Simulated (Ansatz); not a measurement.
I need the energy of protonation at one site of CdH₂OS, SMILES [OH][Cd][SH]. Use Ansatz's Python interface. Level of theory (for the species named): PBE0, def2-SVP basis, multiplicity 1.

```yaml
atoms:
  - { symbol: O, position_ang: [-0.0880, -1.3026, 0.5614] }
  - { symbol: Cd, position_ang: [-1.0625, 0.2185, -0.1754] }
  - { symbol: S, position_ang: [0.3730, 1.9751, -0.8167] }
  - { symbol: H, position_ang: [-0.5849, -2.0806, 0.8265] }
  - { symbol: H, position_ang: [1.3624, 1.1896, -0.3958] }
```

`run_pa.py`
```python
'''Adding a proton to CdH2OS.'''

import ansatz as az
import numpy as np


def main() -> None:
    molecule = (
        az.Crystal.molecule()
        .atom('O', (-0.08801, -1.30259, 0.56139))
        .atom('Cd', (-1.06252, 0.21849, -0.1754))
        .atom('S', (0.37304, 1.9751, -0.81667))
        .atom('H', (-0.58495, -2.08063, 0.82648))
        .atom('H', (1.36244, 1.18963, -0.3958))
    )

    job = (
        molecule.calculation()
        .basis(gaussian='def2-SVP')
        .functional('pbe0')
    )
    symbols = [site.symbol for site in molecule.cartesian_sites]
    start = np.array([site.position_ang for site in molecule.cartesian_sites], dtype=float)
    data = job.relax(force_tolerance=0.01).run(threads=1, pin='off').report
    end = np.array(data['positions_ang'])

    # start the new hydrogen opposite the existing bonds
    away = sum((end[2] - end[j]) / np.linalg.norm(end[2] - end[j]) for j in [1, 4]) + np.array([0.15, 0.1, -0.2])
    proton = end[2] + 1.4 * away / np.linalg.norm(away)
    acid = az.Crystal.molecule()
    for symbol, place in zip(symbols, end):
        acid = acid.atom(symbol, place.tolist())
    acid = acid.atom('H', proton.tolist())
    protonated = (
        acid.calculation()
        .basis(gaussian='def2-SVP')
        .functional('pbe0')
        .charge(1)
        .relax(force_tolerance=0.01, max_steps=80)
    )
    after = protonated.run(threads=1, pin='off').report
    xyz = np.array(after['positions_ang'])
    reach = np.linalg.norm(xyz[:-1] - xyz[-1], axis=1)
    print(f'base {data["free_energy_ev"]:.5f} eV, protonated {after["free_energy_ev"]:.5f} eV')
    print(f'the proton ends {reach.min():.3f} A from {symbols[reach.argmin()]}{reach.argmin()}')
    print(f'electronic proton affinity {(data["free_energy_ev"] - after["free_energy_ev"]):.3f} eV')


if __name__ == '__main__':
    main()
```

Output of `python run_pa.py`:
```text
base -17468.63924 eV, protonated -17476.97409 eV
the proton ends 1.358 A from S2
electronic proton affinity 8.335 eV
```

What to keep in mind:
- Total energies depend on the basis set; only differences at equal settings carry meaning.
- The proton is put on one chosen atom, which needn't be the most basic site, so the molecule's proton affinity can be higher; the ends are stationary points, not checked by frequencies, and zero-point and thermal terms count only where printed.
- def2 sets replace the cores of elements past krypton by effective core potentials.
- The whole script took 97 s on 1 thread of Arm Neoverse V1 (shared host), peak memory 0.2 GiB.
